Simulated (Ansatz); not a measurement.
# C4H3F3: basis-set convergence

Aim: see how fast density functionals converge with the basis set for C4H3F3.

Program: Ansatz 0.2.0, Gaussian basis. Level of theory: one geometry, several basis sets. These are calculated values, not measurements.

Plan: PBE0-D4/def2-SVP; ωB97M-V/def2-SVP; PBE0-D4/def2-QZVPP; ωB97M-V/def2-QZVPP; the functionals' def2-TZVPP values are taken from earlier runs.

### 1 Structure used throughout

All runs share one geometry, relaxed beforehand with PBE0-D4/def2-TZVP.

10 atoms, charge 0, spin multiplicity 1.

Atoms are counted from 1 here; the program's logs count them from 0.

Bond lengths: F1–C2 1.378 Å, C2–C3 1.451 Å, C2–H8 1.094 Å, C2–H9 1.094 Å, C3–C4 1.200 Å, C4–C5 1.456 Å, C5–F6 1.355 Å, C5–F7 1.355 Å, C5–H10 1.095 Å. Angles: F1–C2–C3 111.3°, F1–C2–H8 108.3°, F1–C2–H9 108.3°, C3–C2–H8 110.1°, C3–C2–H9 110.0°, H8–C2–H9 108.8°, C2–C3–C4 178.5°, C3–C4–C5 177.3°, C4–C5–F6 110.8°, C4–C5–F7 110.8°, C4–C5–H10 111.5°, F6–C5–F7 107.4°, F6–C5–H10 108.1°, F7–C5–H10 108.1°.

### 2 PBE0-D4 in def2-SVP

File in.yaml:

```yaml
crystal:
  periodic: [false, false, false]
  atoms:
    - {symbol: F, position_ang: [-2.851618, -0.161909, 0.167033]}
    - {symbol: C, position_ang: [-1.841721, 0.643072, 0.647031]}
    - {symbol: C, position_ang: [-0.541988, 0.186122, 0.191709]}
    - {symbol: C, position_ang: [0.545756, -0.168113, -0.169047]}
    - {symbol: C, position_ang: [1.836926, -0.648168, -0.641347]}
    - {symbol: F, position_ang: [2.474943, 0.312071, -1.354116]}
    - {symbol: F, position_ang: [2.637635, -0.978208, 0.401287]}
    - {symbol: H, position_ang: [-1.882189, 0.629822, 1.740564]}
    - {symbol: H, position_ang: [-2.022689, 1.665060, 0.300008]}
    - {symbol: H, position_ang: [1.728146, -1.530851, -1.280021]}
basis:
  gaussian: {orbitals: def2-SVP}
hamiltonian: {xc: pbe0, dispersion: d4}
output: {orbitals: {seedname: orbitals}}
```

On the command line:

```sh
$ ansatz run in.yaml --threads 4 --pin off --events-out ev --progress --plain --max-ram 10444MiB
```

After this run come: ωB97M-V in def2-SVP; PBE0-D4 in def2-QZVPP; ωB97M-V in def2-QZVPP.

Q: Predict the results of all the runs planned. Wanted: PBE0-D4: double and triple zeta above quadruple; ωB97M-V: double and triple zeta above quadruple.

**Answer**, as computed:

```
                                       quantity           value
PBE0-D4: double and triple zeta above quadruple  15.30, 0.64 eV
ωB97M-V: double and triple zeta above quadruple  15.64, 0.60 eV
```

**Reading.** PBE0-D4 gains 14.66 eV from double to triple zeta, then 0.64 eV more. These are total energies; as a rule much of such shifts cancels in differences, which this series doesn't test. The LUMO of ωB97M-V is positive and keeps falling with the basis (1.86 to 1.25 eV): an unbound level that the basis holds in place.
